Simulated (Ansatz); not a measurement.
**C₂H₆SZn: small, medium and large basis sets**

An exercise on one series of results from a longer session: the logs are not shown, and one member is left open.

Program: Ansatz 0.2.0, Gaussian basis. Level of theory: one geometry, several basis sets. These are calculated values, not measurements.

Plan: PBE0-D4/def2-SVP; ωB97M-V/def2-SVP; PBE0-D4/def2-QZVPP; ωB97M-V/def2-QZVPP; the functionals' def2-TZVPP values are taken from earlier runs.

### Structure used throughout

All runs share one geometry, relaxed beforehand with PBE0-D4 in a triple-zeta def2 set.

SMILES `CS[CH2][ZnH]`, 10 atoms, charge 0, spin multiplicity 1.

Atoms are counted from 1 here; the program's logs count them from 0.

Bond lengths: C1–S2 1.795 Å, C1–H5 1.092 Å, C1–H6 1.091 Å, C1–H7 1.094 Å, S2–C3 1.809 Å, C3–Zn4 1.955 Å, C3–H8 1.094 Å, C3–H9 1.093 Å, Zn4–H10 1.542 Å. Angles: S2–C1–H5 111.1°, S2–C1–H6 107.3°, S2–C1–H7 112.0°, H5–C1–H6 108.7°, H5–C1–H7 109.3°, H6–C1–H7 108.3°, C1–S2–C3 100.3°, S2–C3–Zn4 108.0°, S2–C3–H8 105.3°, S2–C3–H9 110.2°, Zn4–C3–H8 109.1°, Zn4–C3–H9 116.7°, H8–C3–H9 107.0°, C3–Zn4–H10 176.0°.

Set-up of the first run:

Input file in.yaml:

```yaml
crystal:
  periodic: [false, false, false]
  atoms:
    - {symbol: C, position_ang: [-1.353600, 0.763068, -0.150152]}
    - {symbol: S, position_ang: [-0.330772, 0.478964, 1.297162]}
    - {symbol: C, position_ang: [0.671821, -0.910602, 0.715615]}
    - {symbol: Zn, position_ang: [1.802579, -0.270819, -0.744690]}
    - {symbol: H, position_ang: [-1.959966, -0.115084, -0.381214]}
    - {symbol: H, position_ang: [-2.018502, 1.596251, 0.080425]}
    - {symbol: H, position_ang: [-0.757365, 1.031111, -1.027981]}
    - {symbol: H, position_ang: [1.305567, -1.183854, 1.564790]}
    - {symbol: H, position_ang: [0.035243, -1.772546, 0.501951]}
    - {symbol: H, position_ang: [2.688098, 0.332409, -1.853106]}
basis:
  gaussian: {orbitals: def2-SVP}
hamiltonian: {xc: pbe0, dispersion: d4}
output: {orbitals: {seedname: orbitals}}
```

Started as:

```bash
ansatz run in.yaml --threads 4 --pin off --events-out ev --progress --plain --max-ram 10444MiB
```

Steps of the session up to this table: PBE0-D4 in def2-SVP; ωB97M-V in def2-SVP; PBE0-D4 in def2-QZVPP; ωB97M-V in def2-QZVPP.

One table of the session follows, with a row left open; its other results are not shown here.

It belongs to the step «Density functionals: the series». 

| functional | basis | HOMO (eV) | LUMO (eV) |
| --- | --- | --- | --- |
| PBE0-D4 | def2-SVP | -5.70 | 0.46 |
| PBE0-D4 | def2-TZVPP | ? | ? |
| PBE0-D4 | def2-QZVPP | -5.89 | -0.61 |
| ωB97M-V | def2-SVP | -7.83 | 1.94 |
| ωB97M-V | def2-TZVPP | -8.01 | 0.85 |
| ωB97M-V | def2-QZVPP | -8.04 | 0.55 |

Estimate the missing values for PBE0-D4, def2-TZVPP.

As computed: HOMO (eV): -5.87; LUMO (eV): -0.53. In the column «HOMO (eV)» it lies between PBE0-D4, def2-QZVPP (-5.89) and PBE0-D4, def2-SVP (-5.70).
